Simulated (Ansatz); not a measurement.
**BHBr+ (triplet): the correlation ladder, cc-pVDZ**

How much of the correlation energy of BHBr+ (triplet) does each wave-function method recover here?

Computed with Ansatz 0.2.0, Gaussian basis. Level: cc-pVDZ, core rule «outside noble gas», up to 15 orbitals frozen.

The runs, in order: UHF; CCSD(T) on ROHF; CCSD(T) on UHF; BCCD(T) on ROHF; CISD as a restricted active space (open shells left free, so some higher excitations enter); CCSDT(Q) on ROHF; CCSDT(Q) on UHF; CASSCF and MRCISD+Q, 10 electrons in 9 orbitals; CASSCF and NEVPT2, 10 electrons in 9 orbitals.

35 further runs of the same task are left out: 6 for a known fault of the program, 12 that didn't finish, 17 set aside as unsound or not needed. Runs told in other sessions of the task aren't counted.

## (1) The system

The geometry is a PBE0/def2-TZVP stationary point (not a proven minimum) of the parent state, kept for this charge and spin. No spin-orbit coupling is included. The filled d shell of Br may be among the frozen orbitals whatever the setting's name suggests.

3 atoms, charge 1, spin multiplicity 3.

Atoms are counted from 1 here; the program's logs count them from 0.

Bond lengths: B1–Br2 1.977 Å, B1–H3 1.279 Å. Angles: Br2–B1–H3 79.0°.

## (2) UHF

File in.yaml:

```yaml
crystal:
  periodic: [false, false, false]
  atoms:
    - {symbol: B, position_ang: [0.000000, -0.188124, 1.715115]}
    - {symbol: Br, position_ang: [0.000000, 0.011759, -0.252218]}
    - {symbol: H, position_ang: [0.000000, 1.085637, 1.598465]}
basis:
  gaussian: {orbitals: cc-pVDZ}
total_charge: 1
magnetization: {spin_polarized: true, initial_magnetization: 2}
hamiltonian: {xc: hf}
output: {orbitals: {seedname: orbitals}}
```

Started as:

```sh
> ansatz run in.yaml --threads 1 --pin off --events-out ev --progress --plain --max-ram 2393MiB
```

Further steps of the session: CCSD(T) on ROHF; CCSD(T) on UHF; BCCD(T) on ROHF; CISD as a restricted active space (open shells left free, so some higher excitations enter); CCSDT(Q) on ROHF; CCSDT(Q) on UHF; CASSCF and MRCISD+Q, 10 electrons in 9 orbitals; CASSCF and NEVPT2, 10 electrons in 9 orbitals.

Before running them: what should the planned runs give, taken together? Wanted: UCCSDT(Q) from the RHF energy; RMP2 from UCCSDT(Q); UMP2 from UCCSDT(Q); RCCSD from UCCSDT(Q); RCCSD(T) from UCCSDT(Q); UCCSD(T) from UCCSDT(Q); RCCSDT(Q) from UCCSDT(Q); NEVPT2 valence from UCCSDT(Q); MRCISD+Q valence from UCCSDT(Q).

As calculated:

```
                         quantity                                        value
    UCCSDT(Q) from the ROHF energy                                   -5.2437 eV
              RMP2 from UCCSDT(Q)                                   +950.8 meV
              UMP2 from UCCSDT(Q)                                   +954.6 meV
             RCCSD from UCCSDT(Q)                                   +209.2 meV
          RCCSD(T) from UCCSDT(Q)                                    +49.9 meV
          UCCSD(T) from UCCSDT(Q)                                    +47.7 meV
         RCCSDT(Q) from UCCSDT(Q)                                     +3.1 meV
    NEVPT2 valence from UCCSDT(Q)                                   +851.0 meV
  MRCISD+Q valence from UCCSDT(Q)                                    +31.9 meV
levels within 1 kcal/mol (43 meV)  RCCSDT, UCCSDT, RCCSDT(Q), MRCISD+Q valence
                    T1 diagnostic                                        0.035
   effectively unpaired electrons                                         2.02
```

RCCSD(T) lands +49.9 meV from the yardstick (1.0 % of the correlation energy). One determinant dominates. Of the multireference levels listed MRCISD+Q valence comes nearest in total energy (+31.9 meV), which doesn't show that its space is the better one. These misses are within one basis, not against nature; the frozen cores of restricted and unrestricted runs differ, which can shift their rows.

With open shells the CI space here admits some higher excitations, so it is larger than plain CISD.
